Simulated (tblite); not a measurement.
# BeCl3Cu: the cost of one run

Programs: tblite 0.8.0 and PySCF 2.14.0. All values are calculated, for the isolated system unless a continuum is named. Atoms count from 0, parts from 1.

## Step 1: Starting point

5 atoms, charge 0, multiplicity 1; geometry: rigid parts in contact. Parts: 1 = atoms 0–2, `[Cl][Be][Cl]`, charge 0; 2 = atoms 3–4, `[Cl][Cu]`, charge 0.

## Step 2: Docking the parts with GFN2-xTB

The job: settings as JSON, then the geometry in Å.

```
{"job": {"kind": "dock", "xc": "GFN2-xTB", "basis": "xTB"}, "charge": 0, "multiplicity": 1, "parts": [{"atoms": "0-2", "charge": 0, "multiplicity": 1}, {"atoms": "3-4", "charge": 0, "multiplicity": 1}]}
Cl    -1.490207     0.683048     0.648853
Be    -0.000093    -0.000183    -0.000119
Cl     1.490300    -0.682865    -0.648734
Cl     0.582895     2.240861    -0.628654
Cu     0.988058     4.188798    -1.122090
```

With the program's defaults for keys left out, this is: GFN2-xTB search for minima from random contacts, gas phase.

On the command line:

```console
> OMP_NUM_THREADS=1 python cluster_run.py task.json out
```

One launch serves the whole session: the jobs run in the order shown.

**Question.** How long does this first job take on 1 thread of Arm Neoverse V1, shared host?

About 2.9 s.
